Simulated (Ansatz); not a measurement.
**CH₄ClFO₂SW: how energies converge with the basis set**

One table from this session's results is given with a row withheld; the runs are named, their logs left out.

The runs use Ansatz 0.2.0, Gaussian basis; one geometry, several basis sets.

Plan: PBE0-D4/def2-SVP; ωB97M-V/def2-SVP; PBE0-D4/def2-QZVPP; ωB97M-V/def2-QZVPP; the functionals' def2-TZVPP values are taken from earlier runs.

### The geometry

All runs share one geometry, relaxed beforehand with PBE0-D4 in a triple-zeta def2 set. W takes the def2 core potential; no spin-orbit term is included.

SMILES `C[O][W]([OH])([F])(=[S])[Cl]`, 11 atoms, charge 0, spin multiplicity 1.

Atoms are counted from 1 here; the program's logs count them from 0.

Bond lengths: C1–O2 1.399 Å, C1–H8 1.094 Å, C1–H9 1.094 Å, C1–H10 1.091 Å, O2–W3 1.837 Å, W3–O4 1.905 Å, W3–F5 1.880 Å, W3–S6 2.111 Å, W3–Cl7 2.300 Å, O4–H11 0.963 Å. Angles: O2–C1–H8 109.4°, O2–C1–H9 109.5°, O2–C1–H10 108.8°, H8–C1–H9 109.7°, H8–C1–H10 109.9°, H9–C1–H10 109.6°, C1–O2–W3 139.0°, O2–W3–O4 84.7°, O2–W3–F5 155.0°, O2–W3–S6 102.8°, O2–W3–Cl7 90.5°, O4–W3–F5 82.1°, O4–W3–S6 111.7°, O4–W3–Cl7 138.0°, F5–W3–S6 101.7°, F5–W3–Cl7 85.4°, S6–W3–Cl7 110.0°, W3–O4–H11 115.2°.

Set-up of the first run:

in.yaml

```yaml
crystal:
  periodic: [false, false, false]
  atoms:
    - {symbol: C, position_ang: [1.091222, -1.543957, 0.081058]}
    - {symbol: O, position_ang: [0.612576, -0.364640, 0.662722]}
    - {symbol: W, position_ang: [-0.386730, 1.104719, 0.196920]}
    - {symbol: O, position_ang: [-1.711069, -0.172281, -0.295900]}
    - {symbol: F, position_ang: [-1.371621, 2.192188, -0.978242]}
    - {symbol: S, position_ang: [-0.813562, 1.992890, 2.064233]}
    - {symbol: Cl, position_ang: [1.467883, 2.092535, -0.738206]}
    - {symbol: H, position_ang: [0.273365, -2.048957, -0.441629]}
    - {symbol: H, position_ang: [1.889125, -1.304153, -0.628423]}
    - {symbol: H, position_ang: [1.483578, -2.190134, 0.867634]}
    - {symbol: H, position_ang: [-2.469367, 0.184691, -0.769567]}
basis:
  gaussian: {orbitals: def2-SVP}
hamiltonian: {xc: pbe0, dispersion: d4}
output: {orbitals: {seedname: orbitals}}
```

Started as:

```console
$ ansatz run in.yaml --threads 2 --pin off --events-out ev --progress --plain --max-ram 32768MiB --backend cpu
```

Steps of the session up to this table: PBE0-D4 in def2-SVP; ωB97M-V in def2-SVP; PBE0-D4 in def2-QZVPP; ωB97M-V in def2-QZVPP.

One table of the session follows, with a row left open; its other results are not shown here.

```
functional       basis  HOMO (eV)  LUMO (eV)
   PBE0-D4    def2-SVP      -8.09      -3.04
   PBE0-D4  def2-TZVPP      -8.09      -2.97
   PBE0-D4  def2-QZVPP      -8.11      -3.00
   ωB97M-V    def2-SVP     -10.19      -0.89
   ωB97M-V  def2-TZVPP     -10.22      -0.84
   ωB97M-V  def2-QZVPP          ?          ?
```

**Question.** Estimate the row for ωB97M-V, def2-QZVPP.

As computed: HOMO (eV): -10.25; LUMO (eV): -0.89. In the column «HOMO (eV)» it is the lowest.
